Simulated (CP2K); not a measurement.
# Rh in CP2K: notebook, part 2 of 2

CP2K 2026.2. Earlier steps stand in the parts before.

### Step 4. Work function, PBEsol

Input file rh_workfunction.inp:

```
&GLOBAL
  PROJECT rh_workfunction
  RUN_TYPE ENERGY_FORCE
  PRINT_LEVEL LOW
&END GLOBAL
&FORCE_EVAL
  METHOD QS
  &DFT
    BASIS_SET_FILE_NAME BASIS_MOLOPT_UZH
    POTENTIAL_FILE_NAME POTENTIAL_UZH
    &MGRID
      CUTOFF 675
      REL_CUTOFF 60
      NGRIDS 5
    &END MGRID
    &QS
      METHOD GPW
      EPS_DEFAULT 1.0E-10
    &END QS
    &KPOINTS
      SCHEME MONKHORST-PACK 8 8 1
      GAMMA_CENTERED T
      SYMMETRY T
      SYMMETRY_BACKEND SPGLIB
    &END KPOINTS
    &SCF
      SCF_GUESS ATOMIC
      EPS_SCF 1.0E-6
      MAX_SCF 100
      ADDED_MOS 36
      CHOLESKY OFF
      EPS_EIGVAL 1.0E-7
      &DIAGONALIZATION ON
        ALGORITHM STANDARD
      &END DIAGONALIZATION
      &MIXING ON
        METHOD BROYDEN_MIXING
        ALPHA 0.2
        BETA 1.5
        NBUFFER 8
      &END MIXING
      &SMEAR ON
        METHOD FERMI_DIRAC
        ELECTRONIC_TEMPERATURE [K] 580.226
      &END SMEAR
    &END SCF
    &XC
      &XC_FUNCTIONAL
        &GGA_X_PBE_SOL
        &END GGA_X_PBE_SOL
        &GGA_C_PBE_SOL
        &END GGA_C_PBE_SOL
      &END XC_FUNCTIONAL
    &END XC
    &PRINT
      &KPOINTS ON
      &END KPOINTS
      &MULLIKEN ON
      &END MULLIKEN
      &MO ON
        ENERGIES T
        OCCUPATION_NUMBERS T
        &EACH
          QS_SCF 0
        &END EACH
        ADD_LAST NUMERIC
      &END MO
      &LOWDIN ON
      &END LOWDIN
      &HIRSHFELD ON
        SHAPE_FUNCTION DENSITY
      &END HIRSHFELD
      &E_DENSITY_CUBE ON
        STRIDE 1
      &END E_DENSITY_CUBE
      &V_HARTREE_CUBE ON
        STRIDE 1
      &END V_HARTREE_CUBE
      &ELF_CUBE ON
        STRIDE 1
      &END ELF_CUBE
    &END PRINT
  &END DFT
  &SUBSYS
    &CELL
      A 2.6891977995 0.0000000000 0.0000000000
      B 0.0000000000 2.6891977995 0.0000000000
      C 0.0000000000 0.0000000000 24.5077500000
      PERIODIC XYZ
    &END CELL
    &COORD
      SCALED
      Rh  0.5000000000 0.5000000000 0.3060256449
      Rh  0.0000000000 0.0000000000 0.3836153870
      Rh  0.5000000000 0.5000000000 0.4612051290
      Rh  0.0000000000 0.0000000000 0.5387948710
      Rh  0.5000000000 0.5000000000 0.6163846130
      Rh  0.0000000000 0.0000000000 0.6939743551
    &END COORD
    &KIND Rh
      BASIS_SET DZVP-MOLOPT-PBE-GTH-q17
      POTENTIAL GTH-PBE-q17
    &END KIND
    &PRINT
      &ATOMIC_COORDINATES ON
      &END ATOMIC_COORDINATES
      &CELL ON
      &END CELL
    &END PRINT
  &END SUBSYS
  &PRINT
    &FORCES ON
    &END FORCES
  &END PRINT
&END FORCE_EVAL
```

Potentials or basis: POTENTIAL_UZH Rh GTH-PBE-q17; DZVP-MOLOPT-PBE-GTH basis.

Launch:

```
OMP_NUM_THREADS=1 mpirun -n 4 cp2k.psmp -i rh_workfunction.inp -o rh_workfunction.out
```

rh_workfunction.out:

```text

 CP2K| version string:                                       CP2K version 2026.2
 CP2K| Input file name                                       rh_workfunction.inp

 GLOBAL| Force Environment number                                              1
 GLOBAL| Basis set file name                                    BASIS_MOLOPT_UZH
 GLOBAL| Potential file name                                       POTENTIAL_UZH
 GLOBAL| MM Potential file name                                     MM_POTENTIAL
 GLOBAL| Coordinate file name                                      __STD_INPUT__
 GLOBAL| Method name                                                        CP2K
 GLOBAL| Project name                                            rh_workfunction
 GLOBAL| Run type                                                   ENERGY_FORCE
 GLOBAL| FFT library                                                       FFTW3
 GLOBAL| Diagonalization library                                       ScaLAPACK
 GLOBAL| Cholesky decomposition library                                ScaLAPACK
 GLOBAL| DGEMM library                                                      BLAS
 GLOBAL| Direct generalized diagonalization requested                          F
 GLOBAL| Matrix multiplication library                                 ScaLAPACK
 GLOBAL| Global print level                                                  LOW
 GLOBAL| Total number of message passing processes                             4
 GLOBAL| Number of threads for this process                                    1
 GLOBAL| CPU model name                                                  UNKNOWN

 CELL| Volume [angstrom^3]:                                           177.234774
 CELL| Vector a [angstrom]:       2.689     0.000     0.000   |a| =     2.689198
 CELL| Vector b [angstrom]:       0.000     2.689     0.000   |b| =     2.689198
 CELL| Vector c [angstrom]:       0.000     0.000    24.508   |c| =    24.507750
 CELL| Angle (b,c), alpha [degree]:                                    90.000000
 CELL| Angle (a,c), beta  [degree]:                                    90.000000
 CELL| Angle (a,b), gamma [degree]:                                    90.000000
 CELL| Numerically orthorhombic:                                             YES
 CELL| Periodicity                                                           XYZ

 CELL_REF| Volume [angstrom^3]:                                       177.234774
 CELL_REF| Vector a [angstrom     2.689     0.000     0.000   |a| =     2.689198
 CELL_REF| Vector b [angstrom     0.000     2.689     0.000   |b| =     2.689198
 CELL_REF| Vector c [angstrom     0.000     0.000    24.508   |c| =    24.507750
 CELL_REF| Angle (b,c), alpha [degree]:                                90.000000
 CELL_REF| Angle (a,c), beta  [degree]:                                90.000000
 CELL_REF| Angle (a,b), gamma [degree]:                                90.000000
 CELL_REF| Numerically orthorhombic:                                         YES
 CELL_REF| Periodicity                                                       XYZ

[... 8 lines left out ...]
 TOTAL NUMBERS AND MAXIMUM NUMBERS

  Total number of            - Atomic kinds:                                   1
                             - Atoms:                                          6
                             - Shell sets:                                     6
                             - Shells:                                        48
                             - Primitive Cartesian functions:                 42
                             - Cartesian basis functions:                    186
                             - Spherical basis functions:                    156

  Maximum angular momentum of- Orbital basis functions:                        3
                             - Local part of the GTH pseudopotential:          2
                             - Non-local part of the GTH pseudopotential:      4

 MODULE QUICKSTEP: ATOMIC COORDINATES IN ANGSTROM

   Atom Kind Element         X             Y             Z       Z(eff)     Mass
      1    1 Rh   45      1.344599      1.344599      7.500000  17.0000 102.9055
      2    1 Rh   45      0.000000      0.000000      9.401550  17.0000 102.9055
[... 96 lines left out ...]
    25 Broy./Diag. 0.20E+00    1.6     0.00001251      -656.4528727887  3.59E-05
    26 Broy./Diag. 0.20E+00    1.6     0.00000569      -656.4528592212  1.36E-05
    27 Broy./Diag. 0.20E+00    1.6     0.00000936      -656.4528609596 -1.74E-06
    28 Broy./Diag. 0.20E+00    1.6     0.00000673      -656.4528202291  4.07E-05
    29 Broy./Diag. 0.20E+00    1.6     0.00000487      -656.4527875826  3.26E-05
    30 Broy./Diag. 0.20E+00    1.6     0.00000361      -656.4527748534  1.27E-05
    31 Broy./Diag. 0.20E+00    1.6     0.00000307      -656.4527937459 -1.89E-05
    32 Broy./Diag. 0.20E+00    1.6     0.00000210      -656.4528227663 -2.90E-05
    33 Broy./Diag. 0.20E+00    1.6     0.00000095      -656.4528291474 -6.38E-06

  *** SCF run converged in    33 steps ***

  Electronic density on regular grids:       -101.9999999992        0.0000000008
  Core density on regular grids:              101.9999999963       -0.0000000037
  Total charge density on r-space grids:       -0.0000000029
  Total charge density g-space grids:          -0.0000000029

  Overlap energy of the core charge distribution:               0.00000000000001
  Self energy of the core charge distribution:              -1184.09804300674637
  Core Hamiltonian energy:                                    280.24443730466271
  Hartree energy:                                             314.37152068428713
  Exchange-correlation energy:                                -66.96781604326807
  Electronic entropic energy:                                  -0.00292809234752
  Fermi energy:                                                 0.20640314408504

  Total energy:                                              -656.45282914737425
  Total energy (extrapolated to T->0):                       -656.45136510120051

 MO| EIGENVALUES AND OCCUPATION NUMBERS FOR K POINT 1
 MO|
 MO|  Index      Eigenvalue [a.u.]        Eigenvalue [eV]             Occupation
 MO|      1              -2.681690             -72.972485               2.000000
 MO|      2              -2.681652             -72.971471               2.000000
 MO|      3              -2.681030             -72.954540               2.000000
 MO|      4              -2.680612             -72.943155               2.000000
 MO|      5              -2.655937             -72.271721               2.000000
 MO|      6              -2.655937             -72.271719               2.000000
[... 1288 lines left out ...]
 MO|     86               1.145454              31.169401               0.000000
 MO|     87               1.201441              32.692861               0.000000
 MO| Sum:                                                              99.566135
 MO| E(Fermi):            0.206403 a.u.          5.616515 eV

 [... the levels of further k-points ...]

 The electron density is written in Cube    file format to the file:

 rh_workfunction-ELECTRON_DENSITY-1_0.cube

 !-----------------------------------------------------------------------------!
                     Mulliken Population Analysis

 #  Atom  Element  Kind  Atomic population                           Net charge
       1     Rh       1         17.036861                             -0.036861
       2     Rh       1         16.955111                              0.044889
       3     Rh       1         17.008028                             -0.008028
       4     Rh       1         17.008027                             -0.008027
       5     Rh       1         16.955112                              0.044888
       6     Rh       1         17.036862                             -0.036862
 # Total charge                            102.000000                 -0.000000

 !-----------------------------------------------------------------------------!

 !-----------------------------------------------------------------------------!
                           Hirshfeld Charges

  #Atom  Element  Kind  Ref Charge     Population                    Net charge
      1       Rh     1      17.000         17.018                        -0.018
      2       Rh     1      17.000         16.982                         0.018
      3       Rh     1      17.000         17.000                         0.000
      4       Rh     1      17.000         17.000                         0.000
      5       Rh     1      17.000         16.982                         0.018
      6       Rh     1      17.000         17.018                        -0.018

  Total Charge                                                           -0.000
 !-----------------------------------------------------------------------------!

 LOWDIN POPULATION ANALYSIS

 #  Atom  Element  Kind  Atomic population                           Net charge
       1     Rh       1         16.957725                              0.042275
       2     Rh       1         17.040927                             -0.040927
       3     Rh       1         17.001348                             -0.001348
       4     Rh       1         17.001348                             -0.001348
       5     Rh       1         17.040927                             -0.040927
       6     Rh       1         16.957725                              0.042275
 # Total charge                            102.000000                 -0.000000

               ----- ELF is computed on the real space grid -----

 ELF is written in Cube    file format to the file:

 rh_workfunction-ELF_S1-1_0.cube

 ENERGY| Total FORCE_EVAL ( QS ) energy [hartree]           -656.452804049356928

 FORCES| Atomic forces [hartree/bohr]
 FORCES|   Atom     x               y               z               |f|
 FORCES|      1  1.53050546E-12  1.27206398E-12  1.42329810E-02   1.42329810E-02
 FORCES|      2  2.16321500E-09  2.16361953E-09 -1.12913001E-02   1.12913001E-02
 FORCES|      3  9.13060392E-13  5.75389342E-13 -5.69983115E-03   5.69983115E-03
 FORCES|      4  2.42205302E-09  2.42250406E-09  5.69004089E-03   5.69004089E-03
 FORCES|      5 -3.08938430E-13 -7.37613261E-13  1.12895406E-02   1.12895406E-02
 FORCES|      6  2.04532735E-09  2.04549662E-09 -1.42329688E-02   1.42329688E-02
 FORCES| Sum     6.63273001E-09  6.63273005E-09 -1.15374685E-05
 FORCES| Total atomic force                                       1.15374723E-05
```

Wall time 61 s (4 MPI ranks of Arm Neoverse V2, shared host).

Results:

```
Free energy                     : -17862.9892 eV
Largest force                   : 0.732 eV/Å
Band gap on the k mesh          : none (metal or under the smearing width)
Work function                   : 5.09 eV
Work function of the upper face : 5.09 eV
Work function of the lower face : 5.09 eV
```

Forces on the atoms (eV/Å):
```
Rh   0.000  0.000  0.732
Rh   0.000  0.000 -0.581
Rh   0.000  0.000 -0.293
Rh   0.000  0.000  0.293
Rh   0.000  0.000  0.581
Rh   0.000  0.000 -0.732
```

Levels at points of the mesh, in eV from the Fermi level:
| k point | band 46 | band 47 | band 48 | band 49 | band 50 | band 51 | band 52 | band 53 | band 54 | band 55 |
| --- | --- | --- | --- | --- | --- | --- | --- | --- | --- | --- |
| (0.00, 0.00, 0.00) | -1.12 | -0.91 | -0.63 | -0.56 | -0.56 | -0.21 | -0.16 | 0.23 | 0.34 | 0.34 |
| (0.00, 0.50, 0.00) | -1.63 | -0.60 | -0.60 | -0.07 | -0.07 | 0.12 | 0.12 | 0.52 | 0.52 | 1.35 |
| (0.50, 0.50, 0.00) | 0.36 | 0.42 | 0.42 | 1.01 | 1.01 | 1.01 | 1.01 | 1.59 | 1.59 | 3.81 |

Caveat: the potentials were made for another functional, which shifts forces and pressure; the basis of atomic orbitals isn't converged, which shifts pressures, moduli and gaps.

### Step 5. Overview

```tsv
level	gap on the mesh (eV)	largest force (eV/Å)	work function (eV)
PBE	none	0.55	4.93
LDA	none	1.00	5.33
PBEsol	none	0.73	5.09
```

Alike in all rows: task work function; potentials or basis POTENTIAL_UZH Rh GTH-PBE-q17; DZVP-MOLOPT-PBE-GTH basis; no spin polarisation; cell as given; k mesh 8 × 8 × 1; smearing fermi-dirac 0.05 eV.

Caveats: the basis of atomic orbitals isn't converged, which shifts pressures, moduli and gaps; the potentials were made for another functional, which shifts forces and pressure (some runs).

Total energies depend on the potentials used, so only differences within one code and one set of settings carry meaning.
